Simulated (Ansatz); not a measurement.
This script for Ansatz 0.2.0 through its Python package starts 6 runs on C2H7GeO, SMILES C[O][GeH][CH3]. What input does the engine get in each?

Script `methods.py`:
```python
"""One geometry of C2H7GeO, method by method."""

from pathlib import Path
import warnings

import ansatz as az
from ase import Atoms
import numpy as np

warnings.simplefilter("ignore", az.DeckWarning)

atoms = Atoms(["C", "O", "Ge", "C", "H", "H", "H", "H", "H", "H", "H"], positions=[
    (-2.0561, -0.4811, 0.0089),
    (-0.7214, -0.7832, 0.3202),
    (0.2896, 0.5964, -0.24),
    (2.1665, 0.097, -0.1529),
    (-2.6959, -1.3225, 0.3453),
    (-2.1978, -0.3712, -1.0895),
    (-2.3967, 0.4332, 0.5443),
    (0.0427, 1.825, 0.6724),
    (2.3453, -0.7826, -0.8047),
    (2.4326, -0.1575, 0.8935),
    (2.7912, 0.9465, -0.4976),
])
c2h7geo = az.Crystal.molecule_from_ase(atoms)

setup = (
    c2h7geo.calculation()
    .basis(gaussian="def2-SVP")
    .spin("collinear", total=1)
)

print("functional    E (Ha)        dipole (D)   HOMO (eV)  LUMO (eV)")
for name in ["hse06", "hf", "r2scan0", "lc_wpbe", "b3lyp", "pbe0"]:
    r = setup.functional(name).forces().orbitals().run(threads=1, runs_dir="runs").report
    lines = Path(r["orbitals_path"]).read_text().splitlines()
    field_of = lambda key: [line.split("=")[1].strip() for line in lines if line.startswith(key)]
    orbitals = [(27.211386 * float(e), s, float(n)) for e, s, n in zip(field_of("Ene="), field_of("Spin="), field_of("Occup="))]
    homo = max(e for e, _, n in orbitals if n > 0.5)
    lumo = min(e for e, _, n in orbitals if n < 0.5)
    dipole = 4.803205 * np.linalg.norm(r["charge_distribution"]["dipole_moment_e_ang"])
    print(f"{name:10s} {r['free_energy_ev'] / 27.211386246:14.6f} {dipole:9.3f} {homo:11.3f} {lumo:10.3f}")
```

Run 1:
```yaml
crystal:
  periodic: [false, false, false]
  atoms:
    - { symbol: C, position_ang: [-2.0561, -0.4811, 0.0089] }
    - { symbol: O, position_ang: [-0.7214, -0.7832, 0.3202] }
    - { symbol: Ge, position_ang: [0.2896, 0.5964, -0.24] }
    - { symbol: C, position_ang: [2.1665, 0.097, -0.1529] }
    - { symbol: H, position_ang: [-2.6959, -1.3225, 0.3453] }
    - { symbol: H, position_ang: [-2.1978, -0.3712, -1.0895] }
    - { symbol: H, position_ang: [-2.3967, 0.4332, 0.5443] }
    - { symbol: H, position_ang: [0.0427, 1.825, 0.6724] }
    - { symbol: H, position_ang: [2.3453, -0.7826, -0.8047] }
    - { symbol: H, position_ang: [2.4326, -0.1575, 0.8935] }
    - { symbol: H, position_ang: [2.7912, 0.9465, -0.4976] }
basis:
  gaussian:
    orbitals: def2-SVP
hamiltonian:
  xc: hse06
magnetization:
  spin_polarized: true
  initial_magnetization: 1.0
output:
  orbitals: {}
  forces: true
```

Run 2, against run 1:
```diff
-  xc: hse06
+  xc: hf
```

Run 3, against run 1:
```diff
-  xc: hse06
+  xc: r2scan0
```

Run 4, against run 1:
```diff
-  xc: hse06
+  xc: lc_wpbe
```

Run 5, against run 1:
```diff
-  xc: hse06
+  xc: b3lyp
```

Run 6, against run 1:
```diff
-  xc: hse06
+  xc: pbe0
```

```console
$ python methods.py
functional    E (Ha)        dipole (D)   HOMO (eV)  LUMO (eV)
hse06        -2231.785757     0.966      -5.353     -2.716
hf           -2229.629211     1.371      -8.751      1.455
r2scan0      -2232.102541     1.050      -6.039     -2.106
lc_wpbe      -2231.873619     1.058      -8.386      0.026
b3lyp        -2232.282830     0.926      -5.444     -2.725
pbe0         -2231.793459     0.969      -5.748     -2.339
```

Notes:
- Total energies depend on the basis set; only differences at equal settings carry meaning.
- The geometry is a force-field or estimated start, not a minimum of this method, and the basis set is short of its limit. A lower total doesn't mark the better method: functionals have no common bound, and MP2 and coupled cluster aren't variational.
- The run takes the species as open-shell (spin multiplicity 2), which needn't be its ground state.
- b3lyp holds the VWN-RPA fit, as in Gaussian; the form of ORCA and Turbomole is b3lyp5.
- Levels such as HOMO and LUMO are orbital energies: with these approximate functionals they aren't the ionisation energy and electron affinity, and their gap isn't the fundamental gap.
- hse06 follows the composition of plane-wave codes, whose totals differ by tens of mHa, up to about 0.1 Ha, from the form usual in Gaussian-basis programs (wpbeh).
- Wall time of the script: 55 s on 1 thread of Arm Neoverse V1, with other jobs on the host, peak memory 0.45 GiB.
